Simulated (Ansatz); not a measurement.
# TaCuN2: forces, levels, charges and fields

The system is TaCuN2, a crystal from a database, its volume scaled a little. Wanted, at the geometry given: gap or metal, charges, bonding, and the stress on the cell.

Computed, not measured: Ansatz 0.2.0, DFT, r2SCAN, no spin polarisation, plane waves, PAW.

**1. Geometry**

The structure is trigonal, space group R-3m (No. 166). The conventional cell has a = 3.111 Å, b = 3.111 Å, c = 17.297 Å, α = 90.00°, β = 90.00°, γ = 120.00°. Ta (site symmetry -3m) is surrounded by 6 N at 1.98 Å. Around Cu (site symmetry -3m) lie 2 N at 2.06 Å. N (site symmetry 3m) is surrounded by 3 Ta at 1.98 Å and 1 Cu at 2.06 Å.

As a file:

```cif
data_structure
_symmetry_space_group_name_H-M 'P 1'
_symmetry_Int_Tables_number 1
_cell_length_a 3.1107
_cell_length_b 3.1107
_cell_length_c 6.0389
_cell_angle_alpha 104.925
_cell_angle_beta 90.000
_cell_angle_gamma 120.000
_cell_volume 48.32
loop_
_atom_site_label
_atom_site_type_symbol
_atom_site_fract_x
_atom_site_fract_y
_atom_site_fract_z
_atom_site_occupancy
Ta1 Ta 0.50000 0.00000 0.50000 1
Cu1 Cu 0.00000 0.00000 0.00000 1
N1 N 0.11900 0.23800 0.35700 1
N2 N 0.88100 0.76200 0.64300 1
```

It is a restart: the density comes from an earlier run on this cell.

**2. The run**

input.yaml reads:

```yaml
crystal:
  lattice:
    - [3.110652, 0.0, 0.0]
    - [-1.555326, 2.693908, 0.0]
    - [0.0, -1.795935, 5.765687]
  atoms:
    - { symbol: Ta, position: [0.5, 0.0, 0.5] }
    - { symbol: Cu, position: [0.0, 0.0, 0.0] }
    - { symbol: "N", position: [0.119, 0.238, 0.357] }
    - { symbol: "N", position: [0.881, 0.762, 0.643] }
  symmetry: { tolerance: 0.0003 }
kpoints:
  mp_grid: { grid: [10, 10, 10], shift: [0, 0, 0] }
  band_path:
    path:
      - [0.0, 0.0, 0.0]
      - [0.0, 0.0, 0.5]
      - [0.63432526, -0.31716263, 0.5]
      - [0.68283737, -0.36567474, 0.18283737]
      - [0.5, 0.0, 0.0]
      - [0.0, 0.0, 0.0]
      - [0.68283737, -0.34141869, 0.0]
      - [0.65858131, -0.34141869, 0.34141869]
      - [0.5, -0.5, 0.5]
      - [0.0, 0.0, 0.0]
    npoints: 6
magnetization:
  spin_polarized: false
scf:
  occupations: { method: fermi_dirac }
  lower_state_search: "off"
  max_iter: 200
hamiltonian:
  pseudopotentials: { kind: paw }
  xc: r2scan
basis:
  ecutwfc: 500
  fft_grid_basis: typed
output:
  forces: true
  stress: true
  eigenvalues: true
  bader: true
  populations: true
  elf: true
  write_potential: true
  volumetric_format: npy
  dos:
    e_range: [-12, 8]
    de: 0.05
    projected: { site_lists: { Cu: [Cu], "N": ["N"], Ta: [Ta] } }
checkpoint:
  read: saved_state
```

What does the calculation give? Wanted: largest force; pressure; gap; least direct gap; Bader charges.

**Answer**, as computed:

```
                                      quantity                          value
                                 largest force                7.264 eV/Å on N
                                      pressure                       28.2 GPa
formation energy (elements from separate runs)                  -0.27 eV/atom
                           gap (mesh and path)              1.31 eV, indirect
                              least direct gap                        1.68 eV
                                 Bader charges  Ta +2.74, Cu +0.48, N -1.61 e
```

What this shows: It is gapped: 1.31 eV, with the least direct gap at 1.68 eV; within 0.7 eV of the edges the states project mainly on N p (49 %) and Cu d (39 %) below and Ta d (44 %), Cu s (17 %) and N p (16 %) above. Spin-orbit coupling is left out, and with elements this heavy it can move the gap by tenths of an eV. Forces reach 7.3 eV/Å, so the geometry is far from rest and the levels are not those of the relaxed cell. Set against separate runs on the elements (Ta bcc, Cu fcc, N2 molecule), it forms at -0.27 eV per atom, so it holds against falling apart into elements. The pressure of 28.2 GPa says the cell is too small, and unequal principal stresses would change its shape. N feels the largest force, 7.26 eV/Å, so the positions are not relaxed. The geometry is far from any minimum; its shortest contact is 1.98 Å.
